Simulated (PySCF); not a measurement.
# CeH18O9 (Ce(H2O)94+): the cost of one run

Computed with PySCF 2.14.0. Level: several levels, as the steps say, no spin–orbit coupling.

1 further run of the same task is left out (for a known fault of the program).

## 1. Starting geometry

28 atoms, charge 4, spin multiplicity 1.

Bond lengths: Ce1–O2 2.485 Å, Ce1–O5 2.485 Å, Ce1–O8 2.485 Å, Ce1–O11 2.485 Å, Ce1–O14 2.485 Å, Ce1–O17 2.485 Å, Ce1–O20 2.417 Å, Ce1–O23 2.417 Å, Ce1–O26 2.417 Å, O2–H3 0.980 Å, O2–H4 0.981 Å, O5–H6 0.980 Å, O5–H7 0.981 Å, O8–H9 0.980 Å, O8–H10 0.981 Å, O11–H12 0.981 Å, O11–H13 0.980 Å, O14–H15 0.981 Å and more. Angles: O2–Ce1–O5 73.8°, O2–Ce1–O8 73.8°, O2–Ce1–O11 92.2°, O2–Ce1–O14 139.4°, O2–Ce1–O17 139.4°, O2–Ce1–O20 69.7°, O2–Ce1–O23 133.9°, O2–Ce1–O26 69.7°, O5–Ce1–O8 73.8°, O5–Ce1–O11 139.4°, O5–Ce1–O14 92.2°, O5–Ce1–O17 139.4°, O5–Ce1–O20 69.7°, O5–Ce1–O23 69.7°, O5–Ce1–O26 133.9°, O8–Ce1–O11 139.4°, O8–Ce1–O14 139.4°, O8–Ce1–O17 92.2° and more.

As a file:

```xyz
28
charge 4, multiplicity 1
Ce    0.0000    0.0000    0.0000
O     1.7236    0.0000    1.7905
H     1.6626    0.0000    2.7687
H     2.6906    0.0000    1.6231
O    -0.8618    1.4927    1.7905
H    -0.8313    1.4398    2.7687
H    -1.3453    2.3301    1.6231
O    -0.8619   -1.4927    1.7905
H    -0.8313   -1.4398    2.7687
H    -1.3453   -2.3301    1.6231
O     1.7236    0.0000   -1.7905
H     2.6906    0.0000   -1.6231
H     1.6626    0.0000   -2.7687
O    -0.8618    1.4927   -1.7905
H    -1.3453    2.3301   -1.6231
H    -0.8313    1.4398   -2.7687
O    -0.8619   -1.4927   -1.7905
H    -1.3453   -2.3301   -1.6231
H    -0.8313   -1.4398   -2.7687
O     1.2086    2.0932    0.0000
H     1.5040    2.6049    0.7819
H     1.5040    2.6049   -0.7819
O    -2.4170    0.0000    0.0000
H    -3.0079    0.0001    0.7819
H    -3.0079    0.0001   -0.7819
O     1.2085   -2.0932    0.0000
H     1.5039   -2.6049    0.7819
H     1.5039   -2.6049   -0.7819
```

Formal oxidation states: Ce +4. The 4f shell is empty and lies in the core potential. An earlier session relaxed this geometry at B3LYP, Ce lcecp-2-SVP with ECP46, O def2-SVP, H def2-SVP (singlet, point group D3h). Its vibrations showed it to be a saddle point, relaxed within its symmetry.

At B3LYP on the finer grid: E = -724.537252 Eh, frontier levels not given, since the 4f levels lie in the core, Mulliken charge on Ce1 +1.37 e, largest force component 0.016 eV/Å. The large-core potential holds the 4f shell empty.

Levels to run: PBE0; r2SCAN; BLYP; M06-L. Hardware: 4 threads of Intel Xeon 6975P-C (Granite Rapids), shared host.

## 2. PBE0

Contents of run.py (the lines that set the calculation):

```python
mol = gto.M(atom='''
Ce     0.00000     0.00000     0.00000
O      1.72364    -0.00003     1.79053
H      1.66257    -0.00003     2.76869
H      2.69058    -0.00004     1.62312
O     -0.86180     1.49273     1.79053
H     -0.83126     1.43984     2.76869
H     -1.34525     2.33014     1.62312
O     -0.86185    -1.49271     1.79053
H     -0.83131    -1.43981     2.76869
H     -1.34533    -2.33009     1.62312
O      1.72364    -0.00003    -1.79053
H      2.69058    -0.00004    -1.62312
H      1.66257    -0.00003    -2.76869
O     -0.86180     1.49273    -1.79053
H     -1.34525     2.33014    -1.62312
H     -0.83126     1.43984    -2.76869
O     -0.86185    -1.49271    -1.79053
H     -1.34533    -2.33009    -1.62312
H     -0.83131    -1.43981    -2.76869
O      1.20855     2.09319     0.00000
H      1.50397     2.60486     0.78186
H      1.50397     2.60486    -0.78186
O     -2.41704     0.00004     0.00000
H     -3.00786     0.00005     0.78186
H     -3.00786     0.00005    -0.78186
O      1.20848    -2.09323     0.00000
H      1.50389    -2.60491     0.78186
H      1.50389    -2.60491    -0.78186''',
    basis={'Ce': 'lcecp-2-SVP', 'O': 'def2-SVP', 'H': 'def2-SVP'},
    ecp={'Ce': 'lcecp-2-SVP'},
    charge=4, spin=0)
mf = dft.RKS(mol, xc='PBE0')
mf.grids.atom_grid = (75, 302)  # f atoms: unpruned, at least (60, 302)
mf = mf.density_fit()  # fitting sets: Ce AutoAux, O def2-universal-JKFIT, H def2-universal-JKFIT
mf.conv_tol = 1e-08; mf.max_cycle = 55
mf.kernel(dm0)  # dm0: the density of the relaxed state
```

Command:

```sh
$ OMP_NUM_THREADS=4 python run.py
```

**Question.** How long does this run take on 4 threads of Intel Xeon 6975P-C (Granite Rapids), shared host?

About 1.8 min.
